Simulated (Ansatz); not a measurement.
**C2H7GeN: a ladder of functionals and wavefunction methods**

How much do the methods differ for C2H7GeN? The plan is to run it at one geometry with functionals of several rungs and with coupled cluster, and see how far each lands from CCSD(T) at the basis-set limit for the atomisation energy.

The runs use Ansatz 0.2.0, Gaussian basis; functionals in def2-TZVPP, the program's frozen cores in correlated methods.

Plan: PBE-D4, r2SCAN-D4, PBE0-D4, B3LYP-D4, ωB97X-V, ωB97M-V, B2PLYP; CCSD(T)/def2-TZVPP; MP2/def2-QZVPP; extrapolation to the limit.

## Step 1: The relaxed structure

An earlier PBE0-D4 in a triple-zeta def2 set relaxation fixed the geometry.

SMILES `C[N]1[CH2][GeH2]1`, 11 atoms, charge 0, spin multiplicity 1.

Atoms are counted from 1 here; the program's logs count them from 0.

Bond lengths: C1–N2 1.444 Å, C1–H5 1.103 Å, C1–H6 1.097 Å, C1–H7 1.092 Å, N2–C3 1.462 Å, N2–Ge4 1.868 Å, C3–Ge4 1.923 Å, C3–H8 1.093 Å, C3–H9 1.087 Å, Ge4–H10 1.523 Å, Ge4–H11 1.527 Å. Angles: N2–C1–H5 114.1°, N2–C1–H6 109.6°, N2–C1–H7 109.7°, H5–C1–H6 107.3°, H5–C1–H7 108.0°, H6–C1–H7 107.9°, C1–N2–C3 115.9°, C1–N2–Ge4 123.2°, C3–N2–Ge4 69.3°, N2–C3–Ge4 65.4°, N2–C3–H8 117.0°, N2–C3–H9 115.9°, Ge4–C3–H8 115.8°, Ge4–C3–H9 121.2°, H8–C3–H9 113.5°, N2–Ge4–C3 45.4°, N2–Ge4–H10 114.6°, N2–Ge4–H11 116.0° and more.

## Step 2: PBE-D4 (GGA)

Input file in.yaml:

```yaml
crystal:
  periodic: [false, false, false]
  atoms:
    - {symbol: C, position_ang: [-0.869081, 1.178307, 0.069151]}
    - {symbol: N, position_ang: [0.384562, 0.492607, 0.276540]}
    - {symbol: C, position_ang: [0.295251, -0.825963, 0.902510]}
    - {symbol: Ge, position_ang: [1.031002, -0.829953, -0.873843]}
    - {symbol: H, position_ang: [-1.669124, 0.538556, -0.338942]}
    - {symbol: H, position_ang: [-1.229342, 1.584251, 1.022029]}
    - {symbol: H, position_ang: [-0.721776, 2.014674, -0.617353]}
    - {symbol: H, position_ang: [-0.702274, -1.259797, 1.004623]}
    - {symbol: H, position_ang: [0.926755, -0.980870, 1.773973]}
    - {symbol: H, position_ang: [2.518655, -0.730310, -1.183706]}
    - {symbol: H, position_ang: [0.100769, -1.238703, -2.014280]}
basis:
  gaussian: {orbitals: def2-TZVPP}
hamiltonian: {xc: pbe, dispersion: d4}
output: {forces: true, orbitals: {seedname: orbitals}}
```

Launch:

```sh
ansatz run in.yaml --threads 4 --pin off --events-out ev --progress --plain --max-ram 10444MiB
```

Output, cut to the lines that bear on the results:

```text
Functional definition: PBE
  name "PBE"
  cite "Perdew, Burke & Ernzerhof, Phys. Rev. Lett. 77, 3865 (1996) doi:10.1103/PhysRevLett.77.3865"
  parent pbe
[...]
1286 factors; their error is unknown
[...]
mean field -60182.64612999 eV, -2211.6714520145 hartree, gradient 9.6e-6 eV, S^2 0.000000; 0 other end points of the search recorded, 0 dependent functions left out
[...]
reference -60182.64617368 eV, -2211.6714536201 hartree; 29, 29 occupied and 210, 210 virtual orbitals, 1286 factors
Total energy: -60182.85896374 eV, -2211.6792735104 hartree
Atom 0 at    -0.869081     1.178307     0.069151 Å, force    -0.066584     0.055166    -0.043777 eV/Å
Atom 1 at     0.384562     0.492607     0.276540 Å, force     0.188564     0.404464     0.197974 eV/Å
Atom 2 at     0.295251    -0.825963     0.902510 Å, force    -0.067183    -0.099822     0.196185 eV/Å
Atom 3 at     1.031002    -0.829953    -0.873843 Å, force     0.222114    -0.307381    -0.380059 eV/Å
Atom 4 at    -1.669124     0.538556    -0.338942 Å, force    -0.193799    -0.126952    -0.084162 eV/Å
Atom 5 at    -1.229342     1.584251     1.022029 Å, force    -0.076763     0.084926     0.195822 eV/Å
Atom 6 at    -0.721776     2.014674    -0.617353 Å, force     0.019724     0.174419    -0.139964 eV/Å
Atom 7 at    -0.702274    -1.259797     1.004623 Å, force    -0.218262    -0.122383     0.023391 eV/Å
Atom 8 at     0.926755    -0.980870     1.773973 Å, force     0.143403    -0.054481     0.174335 eV/Å
Atom 9 at     2.518655    -0.730310    -1.183706 Å, force     0.162336     0.032368    -0.029997 eV/Å
Atom 10 at     0.100769    -1.238703    -2.014280 Å, force    -0.113549    -0.040324    -0.109747 eV/Å
Dipole moment:    -0.095628    -0.135565    -0.106812 e Å
```

Run time: 2.7 s. Hardware: 4 threads of Arm Neoverse V1, shared host; peak memory 0.3 GiB.

With the free atoms at this level, -60143.236 eV in sum, the atomisation energy is 913.7 kcal/mol. HOMO -4.90 eV, LUMO -0.91 eV.

## Step 3: r2SCAN-D4 (meta-GGA)

Edit in.yaml of step 2 so:

```diff
@@ -16,3 +16,3 @@
   gaussian: {orbitals: def2-TZVPP}
-hamiltonian: {xc: pbe, dispersion: d4}
+hamiltonian: {xc: r2scan, dispersion: d4}
 output: {forces: true, orbitals: {seedname: orbitals}}
```

Same command.

Output, cut to the lines that bear on the results:

```text
Functional definition: r2SCAN
  name "r2SCAN"
  cite "Furness, Kaplan, Ning, Perdew & Sun, J. Phys. Chem. Lett. 11, 8208 (2020) doi:10.1021/acs.jpclett.0c02405"
  cite "Furness, Kaplan, Ning, Perdew & Sun, J. Phys. Chem. Lett. 11, 9248 (2020) doi:10.1021/acs.jpclett.0c03077"
  parent r2scan
[...]
1286 factors; their error is unknown
[...]
mean field -60193.63353035 eV, -2212.0752315303 hartree, gradient 3.7e-5 eV, S^2 0.000000; 0 other end points of the search recorded, 0 dependent functions left out
[...]
reference -60193.63354243 eV, -2212.0752319742 hartree; 29, 29 occupied and 210, 210 virtual orbitals, 1286 factors
Total energy: -60193.68477786 eV, -2212.0771148414 hartree
Atom 0 at    -0.869081     1.178307     0.069151 Å, force    -0.196415     0.107039    -0.061106 eV/Å
Atom 1 at     0.384562     0.492607     0.276540 Å, force     0.211954     0.180622     0.067344 eV/Å
Atom 2 at     0.295251    -0.825963     0.902510 Å, force    -0.065507    -0.142189     0.142207 eV/Å
Atom 3 at     1.031002    -0.829953    -0.873843 Å, force     0.100120    -0.154444    -0.205546 eV/Å
Atom 4 at    -1.669124     0.538556    -0.338942 Å, force    -0.011570    -0.008905    -0.001140 eV/Å
Atom 5 at    -1.229342     1.584251     1.022029 Å, force     0.008926    -0.012024    -0.001525 eV/Å
Atom 6 at    -0.721776     2.014674    -0.617353 Å, force    -0.000658    -0.015121     0.009243 eV/Å
Atom 7 at    -0.702274    -1.259797     1.004623 Å, force    -0.015516    -0.007283    -0.005482 eV/Å
Atom 8 at     0.926755    -0.980870     1.773973 Å, force     0.009903     0.000575    -0.021641 eV/Å
Atom 9 at     2.518655    -0.730310    -1.183706 Å, force    -0.061154     0.022231     0.019987 eV/Å
Atom 10 at     0.100769    -1.238703    -2.014280 Å, force     0.019917     0.029499     0.057659 eV/Å
Dipole moment:    -0.101196    -0.140105    -0.108339 e Å
```

Run time: 5.5 s. Hardware: 4 threads of Arm Neoverse V1, shared host; peak memory 0.33 GiB.

With the free atoms at this level, -60154.843 eV in sum, the atomisation energy is 895.7 kcal/mol. HOMO -5.11 eV, LUMO -0.70 eV.

## Step 4: PBE0-D4 (hybrid)

Edit in.yaml of step 3 so:

```diff
@@ -16,3 +16,3 @@
   gaussian: {orbitals: def2-TZVPP}
-hamiltonian: {xc: r2scan, dispersion: d4}
-output: {forces: true, orbitals: {seedname: orbitals}}
+hamiltonian: {xc: pbe0, dispersion: d4}
+output: {orbitals: {seedname: orbitals}}
```

The command is unchanged.

Output:

```text
Functional definition: PBE0
  name "PBE0"
  cite "Adamo & Barone, J. Chem. Phys. 110, 6158 (1999) doi:10.1063/1.478522"
  cite "Perdew, Burke & Ernzerhof, Phys. Rev. Lett. 77, 3865 (1996) doi:10.1103/PhysRevLett.77.3865"
  parent pbe
  parameter a = 0.25
  parameter kappa = 0.804
  parameter beta = 0.06672455060314922
  exchange = (1 - a)*pbe_x(kappa = kappa, mu = beta*pi^2/3) + a*exact_x
  correlation = pbe_c(beta = beta)
1329 factors; their error is unknown
mean field evaluation 1: about -60173.3769 eV, gradient 6.9e1 eV
mean field evaluation 2: about -60138.7776 eV, gradient 1.3e2 eV
mean field evaluation 4: about -60184.0433 eV, gradient 1.1e1 eV
mean field evaluation 8: about -60184.2568 eV, gradient 1.9e-1 eV
mean field evaluation 16: about -60184.5184 eV, gradient 1.6e-4 eV
mean field -60184.51839525 eV, -2211.7402564937 hartree, gradient 3.8e-5 eV, S^2 0.000000; 0 other end points of the search recorded, 0 dependent functions left out
reference -60184.51842758 eV, -2211.7402576816 hartree; 29, 29 occupied and 210, 210 virtual orbitals, 1329 factors
Total energy: -60184.69650571 eV, -2211.7468019322 hartree
```

Run time: 3.3 s. Hardware: 4 threads of Arm Neoverse V1, shared host; peak memory 0.59 GiB.

Atomisation energy: 897.2 kcal/mol (free atoms -60145.789 eV, run apart). HOMO -6.06 eV, LUMO -0.08 eV.

## Step 5: B3LYP-D4 (hybrid)

B3LYP here takes the VWN-RPA correlation.

Edit in.yaml of step 4 so:

```diff
@@ -16,3 +16,3 @@
   gaussian: {orbitals: def2-TZVPP}
-hamiltonian: {xc: pbe0, dispersion: d4}
-output: {orbitals: {seedname: orbitals}}
+hamiltonian: {xc: {name: B3LYP}, dispersion: d4}
+output: {forces: true, orbitals: {seedname: orbitals}}
```

Same command.

Output, cut to the lines that bear on the results:

```text
Functional definition: B3LYP
  name "B3LYP"
  cite "Stephens, Devlin, Chabalowski & Frisch, J. Phys. Chem. 98, 11623 (1994) doi:10.1021/j100096a001"
  cite "Becke, Phys. Rev. A 38, 3098 (1988) doi:10.1103/PhysRevA.38.3098"
  cite "Lee, Yang & Parr, Phys. Rev. B 37, 785 (1988) doi:10.1103/PhysRevB.37.785"
  cite "Vosko, Wilk & Nusair, Can. J. Phys. 58, 1200 (1980) doi:10.1139/p80-159"
[...]
1317 factors; their error is unknown
[...]
mean field -60197.47458048 eV, -2212.2163875190 hartree, gradient 4.4e-5 eV, S^2 0.000000; 0 other end points of the search recorded, 0 dependent functions left out
[...]
reference -60197.47486316 eV, -2212.2163979070 hartree; 29, 29 occupied and 210, 210 virtual orbitals, 1317 factors
Total energy: -60197.81803784 eV, -2212.2290093439 hartree
Atom 0 at    -0.869081     1.178307     0.069151 Å, force    -0.216311     0.204654    -0.026402 eV/Å
Atom 1 at     0.384562     0.492607     0.276540 Å, force     0.077880     0.172281     0.067434 eV/Å
Atom 2 at     0.295251    -0.825963     0.902510 Å, force    -0.081249    -0.200179     0.341999 eV/Å
Atom 3 at     1.031002    -0.829953    -0.873843 Å, force     0.199431    -0.188247    -0.336800 eV/Å
Atom 4 at    -1.669124     0.538556    -0.338942 Å, force     0.024277     0.029525     0.016270 eV/Å
Atom 5 at    -1.229342     1.584251     1.022029 Å, force     0.001570    -0.015412    -0.046802 eV/Å
Atom 6 at    -0.721776     2.014674    -0.617353 Å, force    -0.018574    -0.038766     0.032377 eV/Å
Atom 7 at    -0.702274    -1.259797     1.004623 Å, force     0.068113     0.023432     0.014507 eV/Å
Atom 8 at     0.926755    -0.980870     1.773973 Å, force    -0.056420    -0.001648    -0.051037 eV/Å
Atom 9 at     2.518655    -0.730310    -1.183706 Å, force    -0.001205     0.005886    -0.009261 eV/Å
Atom 10 at     0.100769    -1.238703    -2.014280 Å, force     0.002487     0.008474    -0.002285 eV/Å
Dipole moment:    -0.091789    -0.162959    -0.127496 e Å
```

Run time: 5.5 s. Hardware: 4 threads of Arm Neoverse V1, shared host; peak memory 0.66 GiB.

With the free atoms at this level, -60159.018 eV in sum, the atomisation energy is 894.7 kcal/mol. HOMO -5.86 eV, LUMO -0.33 eV.

## Step 6: ωB97X-V (range-separated)

Edit in.yaml of step 5 so:

```diff
@@ -16,3 +16,3 @@
   gaussian: {orbitals: def2-TZVPP}
-hamiltonian: {xc: {name: B3LYP}, dispersion: d4}
-output: {forces: true, orbitals: {seedname: orbitals}}
+hamiltonian: {xc: {name: wB97X-V}}
+output: {orbitals: {seedname: orbitals}}
```

Launched as before.

Output, cut to the lines that bear on the results:

```text
Functional definition: wB97X-V
  name "wB97X-V"
  cite "Mardirossian & Head-Gordon, Phys. Chem. Chem. Phys. 16, 9904 (2014) doi:10.1039/C3CP54374A"
  cite "Becke, J. Chem. Phys. 107, 8554 (1997) doi:10.1063/1.475007"
  cite "Vydrov & Van Voorhis, J. Chem. Phys. 133, 244103 (2010) doi:10.1063/1.3521275"
[...]
      + integral(e_c_pw_opposite_spin*poly(b97_u_opposite, cos0, cos1)) + vv10(b, c)
1317 factors; their error is unknown
315 factors; integrals over basis functions are off by at most 8.2e-6 eV
[...]
mean field -60189.79287636 eV, -2211.9340900994 hartree, gradient 3.9e-5 eV, S^2 0.000000; 0 other end points of the search recorded, 0 dependent functions left out
reference -60189.79287435 eV, -2211.9340900254 hartree; 29, 29 occupied and 210, 210 virtual orbitals, 1317 factors
Total energy: -60189.79287435 eV, -2211.9340900254 hartree
```

Wall time 8.5 s (4 threads of Arm Neoverse V1, shared host); peak memory 0.73 GiB.

With the free atoms at this level, -60150.810 eV in sum, the atomisation energy is 899.0 kcal/mol. HOMO -8.31 eV, LUMO 1.92 eV.

## Step 7: ωB97M-V (range-separated)

Edit in.yaml of step 6 so:

```diff
@@ -16,3 +16,3 @@
   gaussian: {orbitals: def2-TZVPP}
-hamiltonian: {xc: {name: wB97X-V}}
-output: {orbitals: {seedname: orbitals}}
+hamiltonian: {xc: {name: wB97M-V}}
+output: {forces: true, orbitals: {seedname: orbitals}}
```

Same command.

Output, cut to the lines that bear on the results:

```text
Functional definition: wB97M-V
  name "wB97M-V"
  cite "Mardirossian & Head-Gordon, J. Chem. Phys. 144, 214110 (2016) doi:10.1063/1.4952647"
  cite "Becke, J. Chem. Phys. 107, 8554 (1997) doi:10.1063/1.475007"
  cite "Vydrov & Van Voorhis, J. Chem. Phys. 133, 244103 (2010) doi:10.1063/1.3521275"
  # Of w^i u^j: cxij and so on, Table III.
[...]
  gx(w, u) = 1 - cx + cx01*u + cx10*w
  gss(w, u) = css00 + css04*u^4 + css10*w + css20*w^2 + css43*w^4*u^3
  gos(w, u) = cos00 + cos10*w + (cos20 + cos21*u)*w^2 + (cos60 + cos61*u)*w^6
[...]
      + integral(e_c_pw_mod_opposite_spin*gos(b97_w_opposite, b97_u_opposite)) + vv10(b, c)
1314 factors; their error is unknown
315 factors; integrals over basis functions are off by at most 8.2e-6 eV
[...]
Atom 1 at     0.384562     0.492607     0.276540 Å, force     0.220022     0.001847    -0.098178 eV/Å
Atom 2 at     0.295251    -0.825963     0.902510 Å, force     0.002014    -0.234741     0.141809 eV/Å
Atom 3 at     1.031002    -0.829953    -0.873843 Å, force     0.020328     0.041838    -0.057192 eV/Å
Atom 4 at    -1.669124     0.538556    -0.338942 Å, force     0.072124     0.030130     0.026363 eV/Å
Atom 5 at    -1.229342     1.584251     1.022029 Å, force     0.020753    -0.033384    -0.088888 eV/Å
Atom 6 at    -0.721776     2.014674    -0.617353 Å, force    -0.017696    -0.068362     0.055458 eV/Å
Atom 7 at    -0.702274    -1.259797     1.004623 Å, force     0.079142     0.060149    -0.009294 eV/Å
Atom 8 at     0.926755    -0.980870     1.773973 Å, force    -0.077446     0.020448    -0.075709 eV/Å
Atom 9 at     2.518655    -0.730310    -1.183706 Å, force    -0.125144    -0.019309     0.025414 eV/Å
Atom 10 at     0.100769    -1.238703    -2.014280 Å, force     0.068147     0.033480     0.089082 eV/Å
Dipole moment:    -0.085648    -0.177545    -0.146652 e Å
```

Run time: 13 s. Hardware: 4 threads of Arm Neoverse V1, shared host; peak memory 0.85 GiB.

With the free atoms at this level, -60152.132 eV in sum, the atomisation energy is 894.6 kcal/mol. HOMO -8.24 eV, LUMO 1.73 eV.

## Step 8: B2PLYP (double hybrid)

Edit in.yaml of step 7 so:

```diff
@@ -16,3 +16,2 @@
   gaussian: {orbitals: def2-TZVPP}
-hamiltonian: {xc: {name: wB97M-V}}
-output: {forces: true, orbitals: {seedname: orbitals}}
+hamiltonian: {xc: {name: B2PLYP}}
```

The command is unchanged.

Output, cut to the lines that bear on the results:

```text
Functional definition: B2PLYP
  name "B2PLYP"
  cite "Grimme, J. Chem. Phys. 124, 034108 (2006) doi:10.1063/1.2148954"
  cite "Becke, Phys. Rev. A 38, 3098 (1988) doi:10.1103/PhysRevA.38.3098"
  cite "Lee, Yang & Parr, Phys. Rev. B 37, 785 (1988) doi:10.1103/PhysRevB.37.785"
[...]
1426 factors; integrals over basis functions are off by at most 8.0e-4 eV
[...]
mean field -60175.37506859 eV, -2211.4042454366 hartree, gradient 2.4e-6 eV, S^2 0.000000; 0 other end points of the search recorded, 0 dependent functions left out
12 core orbitals not correlated: weight in the atoms' cores, before any rotation towards them, 1.000 or more for the frozen orbitals, at most 0.000 for the correlated occupied ones
reference -60175.37524689 eV, -2211.4042519889 hartree; 17, 17 occupied and 210, 210 virtual orbitals, 1426 factors
second order -27.23894192 eV of doubles, -0.00000000 eV of singles
Total energy: -60182.72976121 eV, -2211.6745254051 hartree
```

Wall time 6 s (4 threads of Arm Neoverse V1, shared host); peak memory 0.63 GiB.

Atomisation energy: 885.1 kcal/mol (free atoms -60144.349 eV, run apart).

## Step 9: Orbital energies across the functionals

Dipoles come from the runs that computed forces. Levels are read from the orbital files that the runs wrote:

```csv
functional,HOMO (eV),LUMO (eV),gap (eV),dipole (D)
PBE-D4,-4.90,-0.91,4.00,0.95
r2SCAN-D4,-5.11,-0.70,4.41,0.98
PBE0-D4,-6.06,-0.08,5.98,
B3LYP-D4,-5.86,-0.33,5.53,1.09
ωB97X-V,-8.31,1.92,10.23,
ωB97M-V,-8.24,1.73,9.97,1.18
```

## Step 10: CCSD(T) in def2-TZVPP

Edit in.yaml of step 8 so:

```diff
@@ -16,2 +16,2 @@
   gaussian: {orbitals: def2-TZVPP}
-hamiltonian: {xc: {name: B2PLYP}}
+correlation: {method: ccsd_t}
```

Launched as before.

Output, cut to the lines that bear on the results:

```text
Functional definition: HF
  name "HF"
  cite "Fock, Z. Phys. 61, 126 (1930) doi:10.1007/BF01340294"
  parent pbe
[...]
1426 factors; integrals over basis functions are off by at most 8.0e-4 eV
[...]
mean field -60126.29148471 eV, -2209.6004569990 hartree, gradient 4.2e-6 eV, S^2 0.000000; 0 other end points of the search recorded, 0 dependent functions left out
12 core orbitals not correlated: weight in the atoms' cores, before any rotation towards them, 1.000 or more for the frozen orbitals, at most 0.000 for the correlated occupied ones
reference -60126.29148471 eV, -2209.6004569990 hartree; 17, 17 occupied and 210, 210 virtual orbitals, 1426 factors
second order -22.34548442 eV of doubles, -0.00000000 eV of singles
cycle   1  -22.34047073 eV  change    5.0e-3 eV  update   1.1e-1
[...]
cycle  10  -23.11857403 eV  change    2.1e-5 eV  update   2.1e-5
perturbative correction -0.98115725 eV, -0.0360568639 hartree
Total energy: -60150.39121599 eV, -2210.4861057880 hartree
```

Wall time 2.9 min (4 threads of Arm Neoverse V1, shared host); peak memory 4.7 GiB.

## Step 11: MP2 in def2-QZVPP

Edit in.yaml of step 10 so:

```diff
@@ -15,3 +15,3 @@
 basis:
-  gaussian: {orbitals: def2-TZVPP}
-correlation: {method: ccsd_t}
+  gaussian: {orbitals: "def2-QZVPP.json"}
+correlation: {method: mp2}
```

Launched as before.

Output:

```text
Functional definition: HF
  name "HF"
  cite "Fock, Z. Phys. 61, 126 (1930) doi:10.1007/BF01340294"
  parent pbe
  exchange = exact_x
  correlation = 0
2865 factors; integrals over basis functions are off by at most 9.6e-4 eV
mean field evaluation 1: about -60122.9736 eV, gradient 4.1e1 eV
mean field evaluation 2: about -60123.0903 eV, gradient 4.1e1 eV
mean field evaluation 4: about -60127.5308 eV, gradient 5.1e0 eV
mean field evaluation 8: about -60127.6149 eV, gradient 3.5e-1 eV
mean field -60127.61538055 eV, -2209.6491092736 hartree, gradient 4.8e-6 eV, S^2 0.000000; 0 other end points of the search recorded, 0 dependent functions left out
12 core orbitals not correlated: weight in the atoms' cores, before any rotation towards them, 1.000 or more for the frozen orbitals, at most 0.000 for the correlated occupied ones
reference -60127.61538055 eV, -2209.6491092736 hartree; 17, 17 occupied and 441, 441 virtual orbitals, 2865 factors
second order -30.51863815 eV of doubles, -0.00000000 eV of singles
Total energy: -60158.13401870 eV, -2210.7706485395 hartree
```

Wall time 26 s (4 threads of Arm Neoverse V1, shared host); peak memory 3 GiB.

Energy pieces by basis (eV):

```csv
basis,HF,MP2 correlation,CCSD correlation,(T),total
def2-TZVPP,-60126.2915,-22.3455,-23.1186,-0.9812,-60150.3912
def2-QZVPP,-60127.6154,-30.5186,,,-60158.1340 (MP2)
```

The report of the def2-TZVPP run gives T1 = 0.0122.

## Step 12: From triple and quadruple zeta to the limit

This step is arithmetic on the last runs, with X = 3 and 4: exp(−7.88√X) for Hartree-Fock, X^−2.97 for correlation; only MP2 was run in the larger set, so CCSD(T) minus MP2 is added from the smaller one.

```csv
level,energy at the limit (eV)
HF,-60127.7977
MP2,-60164.3706
CCSD,-60165.1436
CCSD(T),-60166.1248
```

This is no true limit for total energies: MP2 correlation changes by a factor of 1.37 from triple to quadruple zeta (about 1.07 in light molecules), because outer-core shells are correlated in sets not made for them. Much of that cancels between molecule and atoms or ions.

## Step 13: The ladder

Atomisation energy = energies of 2 C, 1 N, 1 Ge, 7 H (separate runs, same level) minus the molecule's; electronic only, no spin-orbit term.

Differences are taken before rounding.

```csv
method,rung,"atoms, summed (eV)",atomisation energy (kcal/mol),from CCSD(T)/CBS (kcal/mol),time
PBE-D4,GGA,-60143.236,913.7,+16.7,2.7 s
r2SCAN-D4,meta-GGA,-60154.843,895.7,-1.3,5.5 s
PBE0-D4,hybrid,-60145.789,897.2,+0.2,3.3 s
B3LYP-D4,hybrid,-60159.018,894.7,-2.3,5.5 s
ωB97X-V,range-separated,-60150.810,899.0,+1.9,8.5 s
ωB97M-V,range-separated,-60152.132,894.6,-2.4,13 s
B2PLYP,double hybrid,-60144.349,885.1,-12.0,6 s
HF/def2-TZVPP,wavefunction,-60099.268,623.2,-273.9,
MP2/def2-TZVPP,wavefunction,-60110.404,881.7,-15.4,
CCSD/def2-TZVPP,wavefunction,-60112.134,859.6,-37.4,
CCSD(T)/def2-TZVPP,wavefunction,-60112.478,874.3,-22.8,2.9 min
MP2/CBS,wavefunction,-60125.150,904.4,+7.4,
CCSD(T)/CBS,wavefunction,-60127.225,897.1,0,3.4 min
```

Among the levels timed on like hardware and quicker than the yardstick, those that no quicker one beats, quickest first: PBE-D4 (2.7 s, +16.7 kcal/mol); PBE0-D4 (3.3 s, +0.2 kcal/mol).

B2PLYP carry no dispersion term (for B3LYP, D4 adds 7.9 kcal/mol).

Times are those of the molecule's run; HF, MP2 and CCSD come out of the CCSD(T) runs, and the limit's time is the sum of the runs that it needs.

## Step 14: Outcome

| quantity | value |
| --- | --- |
| atomisation energy, CCSD(T)/CBS | 897.1 kcal/mol |
| functionals within 9.0 kcal/mol (1.0 %) | r2SCAN-D4, PBE0-D4, B3LYP-D4, ωB97X-V, ωB97M-V |
| farthest | PBE-D4 (+16.7 kcal/mol) |
| mean size of error, hybrid | 1.2 kcal/mol |
| mean size of error, range-separated | 2.2 kcal/mol |
| gap, smallest and largest | 4.00 eV (PBE-D4), 10.23 eV (ωB97X-V) |
| T1 diagnostic | 0.0122 |
| triples share of the correlation energy | 4.1 % |

**Reading.** PBE-D4 is off by +16.7 kcal/mol. Double hybrids carry the basis error of their MP2 part in triple zeta, and no dispersion term here, so their miss is partly the set-up's. Misses under about 9.0 kcal/mol are within the doubt on the reference itself, which lacks core-valence correlation, relativity and higher excitations, and its outer-core shells are covered unevenly. Hartree-Fock recovers 69 % of the binding; the rest is correlation. Orbital gaps span 4.0 to 10.2 eV; exact exchange widens them. Correlated methods include outer-core shells of Ge, which these sets cover unevenly.

PBE0-D4 reaches 0.2 kcal/mol from the reference in 3.3 s, where CCSD(T)/CBS took 3.4 min; the quickest level in the cost chart, PBE-D4, takes 2.7 s and misses by 16.7 kcal/mol.
